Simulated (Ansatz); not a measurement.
# C₄H₁₂InNS: basis-set convergence

Aim: see how fast density functionals converge with the basis set for C₄H₁₂InNS.

The runs use Ansatz 0.2.0, Gaussian basis; one geometry, several basis sets.

The runs, in order: PBE0-D4/def2-SVP; ωB97M-V/def2-SVP; PBE0-D4/def2-QZVPP; ωB97M-V/def2-QZVPP; the functionals' def2-TZVPP values are taken from earlier runs.

### Step 1. Structure used throughout

All runs share one geometry, relaxed beforehand with PBE0-D4 in a triple-zeta def2 set. In takes the def2 core potential; no spin-orbit term is included.

SMILES `C[CH2][In]([SH])[N](C)C`, 19 atoms, charge 0, spin multiplicity 1.

Atoms are counted from 1 here; the program's logs count them from 0.

Bond lengths: C1–C2 1.524 Å, C1–H8 1.095 Å, C1–H9 1.093 Å, C1–H10 1.093 Å, C2–In3 2.154 Å, C2–H11 1.093 Å, C2–H12 1.092 Å, In3–S4 2.396 Å, In3–N5 2.020 Å, S4–H13 1.343 Å, N5–C6 1.438 Å, N5–C7 1.435 Å, C6–H14 1.094 Å, C6–H15 1.102 Å, C6–H16 1.102 Å, C7–H17 1.092 Å, C7–H18 1.102 Å, C7–H19 1.102 Å. Angles: C2–C1–H8 111.1°, C2–C1–H9 112.1°, C2–C1–H10 112.0°, H8–C1–H9 107.1°, H8–C1–H10 107.1°, H9–C1–H10 107.2°, C1–C2–In3 113.6°, C1–C2–H11 110.8°, C1–C2–H12 111.1°, In3–C2–H11 106.8°, In3–C2–H12 107.4°, H11–C2–H12 106.9°, C2–In3–S4 124.4°, C2–In3–N5 120.6°, S4–In3–N5 114.9°, In3–S4–H13 94.6°, In3–N5–C6 121.6°, In3–N5–C7 125.8° and more.

### Step 2. PBE0-D4 in def2-SVP

Input file in.yaml:

```yaml
crystal:
  periodic: [false, false, false]
  atoms:
    - {symbol: C, position_ang: [1.149052, -2.118078, -1.641423]}
    - {symbol: C, position_ang: [1.540285, -1.773483, -0.208981]}
    - {symbol: In, position_ang: [1.074263, 0.254097, 0.347194]}
    - {symbol: S, position_ang: [2.709028, 1.959056, 0.749099]}
    - {symbol: N, position_ang: [-0.845795, 0.856490, 0.525866]}
    - {symbol: C, position_ang: [-1.942651, -0.055005, 0.341986]}
    - {symbol: C, position_ang: [-1.281707, 2.188660, 0.833138]}
    - {symbol: H, position_ang: [1.383559, -3.162011, -1.874046]}
    - {symbol: H, position_ang: [0.079641, -1.980818, -1.820211]}
    - {symbol: H, position_ang: [1.679781, -1.500324, -2.369884]}
    - {symbol: H, position_ang: [1.022587, -2.422682, 0.501986]}
    - {symbol: H, position_ang: [2.610376, -1.917737, -0.048729]}
    - {symbol: H, position_ang: [1.804674, 2.910876, 1.031541]}
    - {symbol: H, position_ang: [-1.586097, -1.064546, 0.119288]}
    - {symbol: H, position_ang: [-2.575802, -0.122693, 1.241315]}
    - {symbol: H, position_ang: [-2.599996, 0.252453, -0.487376]}
    - {symbol: H, position_ang: [-0.433058, 2.863986, 0.964611]}
    - {symbol: H, position_ang: [-1.875168, 2.222996, 1.760863]}
    - {symbol: H, position_ang: [-1.912972, 2.608772, 0.033772]}
basis:
  gaussian: {orbitals: def2-SVP}
hamiltonian: {xc: pbe0, dispersion: d4}
output: {orbitals: {seedname: orbitals}}
```

Further steps of the session: ωB97M-V in def2-SVP; PBE0-D4 in def2-QZVPP; ωB97M-V in def2-QZVPP.

Before running them: what should the planned runs give, taken together? Wanted: PBE0-D4: double and triple zeta above quadruple; ωB97M-V: double and triple zeta above quadruple.

As calculated:

```
                                       quantity           value
PBE0-D4: double and triple zeta above quadruple  11.16, 0.72 eV
ωB97M-V: double and triple zeta above quadruple  11.49, 0.70 eV
```

What this shows: For PBE0-D4 the step from double to triple zeta gains 10.44 eV and the next only 0.72 eV. Total energies overstate the basis error of differences, where much of it tends to cancel. The LUMO of ωB97M-V is positive and keeps falling with the basis (1.04 to 0.53 eV): an unbound level that the basis holds in place.
